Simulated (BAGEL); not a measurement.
**HF/6-31G(d) (density fitting with qzvpp-jkfit, spherical functions) run of Si2H6 (disilane)**

Aim: the electronic atomisation energy of Si2H6 (disilane) at HF/6-31G* (density fitting with qzvpp-jkfit, spherical functions), from 3 runs. 

The results are computed with BAGEL 1.2.2.

6 further runs of the same task are left out: 6 set aside as unsound or not needed.

### Step 1. The structure to begin with

The species is Si2H6 (8 atoms), meant as a singlet with charge 0. SMILES: `[SiH3][SiH3]`. Geometry: relaxed at PBE0-D4/def2-TZVP.

Bond lengths: Si1–Si2 2.338 Å, Si1–H3 1.488 Å, Si1–H4 1.488 Å, Si1–H5 1.488 Å, Si2–H6 1.488 Å, Si2–H7 1.488 Å, Si2–H8 1.488 Å. Some angles: Si1–Si2–H6 110.3°, Si1–Si2–H7 110.3°, Si1–Si2–H8 110.3°, Si2–Si1–H3 110.3°, Si2–Si1–H4 110.3°, Si2–Si1–H5 110.3°, H6–Si2–H7 108.7°, H6–Si2–H8 108.7°, H7–Si2–H8 108.7°, H3–Si1–H4 108.7°.

### Step 2. The energy at HF/6-31G(d) (density fitting with qzvpp-jkfit, spherical functions)

job.json reads:

```json
{ "bagel" : [

{
  "title" : "molecule",
  "basis" : "6-31gs.json",
  "df_basis" : "qzvpp-jkfit",
  "angstrom" : "true",
  "geometry" : [
    { "atom" : "Si", "xyz" : [      -0.340500,       0.490200,      -1.004900 ] },
    { "atom" : "Si", "xyz" : [       0.363500,      -0.504400,       0.991000 ] },
    { "atom" : "H", "xyz" : [       0.833900,       0.948200,      -1.794900 ] },
    { "atom" : "H", "xyz" : [      -1.112900,      -0.483900,      -1.821900 ] },
    { "atom" : "H", "xyz" : [      -1.208000,       1.664100,      -0.717900 ] },
    { "atom" : "H", "xyz" : [       1.139000,       0.468600,       1.806300 ] },
    { "atom" : "H", "xyz" : [       1.228100,      -1.680500,       0.704000 ] },
    { "atom" : "H", "xyz" : [      -0.811000,      -0.959200,       1.782600 ] }
  ]
},

{ "title" : "hf" },

{ "title" : "print", "file" : "orbitals.molden", "orbitals" : "true" }

]}
```

The basis set 6-31G* is read from a file made from the Basis Set Exchange's data (not shown).

The run is started by

```
$ BAGEL_NUM_THREADS=1 BAGEL job.json > job.out
```

The log of the run:

```text
* using 1 threads per process

  ===============================================================
  ===============================================================

  *** Geometry ***

  { "atom" : "Si", "xyz" : [     -0.643452,      0.926344,     -1.898986 ] },
  { "atom" : "Si", "xyz" : [      0.686915,     -0.953178,      1.872719 ] },
  { "atom" : "H", "xyz" : [      1.575843,      1.791838,     -3.391869 ] },
  { "atom" : "H", "xyz" : [     -2.103076,     -0.914438,     -3.442892 ] },
  { "atom" : "H", "xyz" : [     -2.282789,      3.144693,     -1.356634 ] },
  { "atom" : "H", "xyz" : [      2.152398,      0.885526,      3.413412 ] },
  { "atom" : "H", "xyz" : [      2.320773,     -3.175685,      1.330367 ] },
  { "atom" : "H", "xyz" : [     -1.532568,     -1.812625,      3.368626 ] },

  Number of auxiliary basis functions:      364

  Since a DF basis is specified, we compute 2- and 3-index integrals:
    o Being stored without compression. Storage requirement is 0.007 GB

  Number of basis functions:       48
  Number of electrons      :       34

    * METHOD: MOLECULE                             0.11

  *** RHF ***

  === Nuclear Repulsion ===
    90.7730811600

      * DIIS with orbital gradients will be used.

  === RHF iteration (6-31gs.json) ===
      0       -581.26121962          0.01074213           0.02
      1       -581.29904642          0.00315100           0.02
      2       -581.30244881          0.00051847           0.02
      3       -581.30254723          0.00010199           0.02
      4       -581.30255301          0.00001175           0.02
      5       -581.30255311          0.00000131           0.02
      6       -581.30255311          0.00000019           0.02
      7       -581.30255311          0.00000004           0.02
      8       -581.30255311          0.00000001           0.02
    * SCF iteration converged.

    * Permanent dipole moment:
           (    0.000060,    -0.000065,    -0.000070) a.u.

    * METHOD: HF                                   0.25

    * METHOD: PRINT                                0.00

  ===============================================================
```

Run time: 0.53 s. Hardware: 1 thread of Arm Neoverse V2, shared host.

### Step 3. The H atom, same level

calc.json reads:

```json
{ "bagel": [

{
  "title": "molecule",
  "basis": "6-31gs.json",
  "df_basis": "qzvpp-jkfit",
  "angstrom": "true",
  "geometry": [
    { "atom": "H", "xyz": [    0.000000,    0.000000,    0.000000 ] }
  ]
},
{ "title": "uhf", "nopen": 1 },
{ "title": "print", "file": "orbitals.molden", "orbitals": "true" }

]}
```

The basis set 6-31G* is read from a file made from the Basis Set Exchange's data (not shown).

Run the same way, it converges to -0.49823 Eh (log not shown).

### Step 4. The Si atom

input.json reads:

```json
{ "bagel": [

{
  "title": "molecule",
  "basis": "6-31gs.json",
  "df_basis": "qzvpp-jkfit",
  "angstrom": true,
  "geometry": [
    { "atom": "Si", "xyz": [       0.000000,       0.000000,       0.000000 ] }
  ]
},

{ "title": "uhf", "nopen": 2 },

{ "title": "print", "file": "orbitals.molden", "orbitals": true }

]}
```

The basis set 6-31G* is read from a file made from the Basis Set Exchange's data (not shown).

The run is started by

```
$ BAGEL_NUM_THREADS=1 BAGEL input.json > input.out
```

The log of the run:

```text
* using 1 threads per process

  ===============================================================
  ===============================================================

  *** Geometry ***

  { "atom" : "Si", "xyz" : [      0.000000,      0.000000,      0.000000 ] },

  Number of auxiliary basis functions:      128

  Since a DF basis is specified, we compute 2- and 3-index integrals:
    o Being stored without compression. Storage requirement is 0.000 GB

  Number of basis functions:       18
  Number of electrons      :       14

    * METHOD: MOLECULE                             0.01

  *** Open-shell HF ***

  === Nuclear Repulsion ===
     0.0000000000

      * DIIS with orbital gradients will be used.

  === UHF iteration (6-31gs.json) ===
      0       -288.81512241          0.00881334           0.00
      1       -288.82896535          0.00306527           0.00
      2       -288.83063986          0.00115585           0.00
      3       -288.83100569          0.00013738           0.00
      4       -288.83101672          0.00001394           0.00
      5       -288.83101720          0.00000272           0.00
      6       -288.83101724          0.00000033           0.00
      7       -288.83101724          0.00000005           0.00
      8       -288.83101724          0.00000000           0.00
    * SCF iteration converged.

    * S^2 (UHF) is 2.0060

    * Permanent dipole moment:
           (   -0.000000,     0.000000,    -0.000000) a.u.

    * METHOD: UHF                                  0.03

    * METHOD: PRINT                                0.00

  ===============================================================
```

Run time: 0.2 s. Hardware: 1 thread of Arm Neoverse V2, shared host.

### Step 5. What came out

Level: HF/6-31G* (density fitting with qzvpp-jkfit, spherical functions).

```
                     quantity          value
       molecule: total energy  -581.30255 Eh
      molecule: dipole moment         0.00 D
        molecule: HOMO energy      -11.01 eV
        molecule: LUMO energy        3.83 eV
      molecule: HOMO–LUMO gap       14.84 eV
         H atom: total energy    -0.49823 Eh
        H atom: dipole moment         0.00 D
                 H atom: ⟨S²⟩          0.750
        Si atom: total energy  -288.83102 Eh
       Si atom: dipole moment         0.00 D
                Si atom: ⟨S²⟩          2.006
electronic atomisation energy      17.718 eV
```

In words: Taking the molecule apart into free atoms costs 17.72 eV (1710 kJ/mol), before zero-point energy and without spin-orbit coupling. Hartree–Fock lacks the correlation of the bonding pairs, which as a rule makes this value much too low; in minimal bases other errors can mask that.
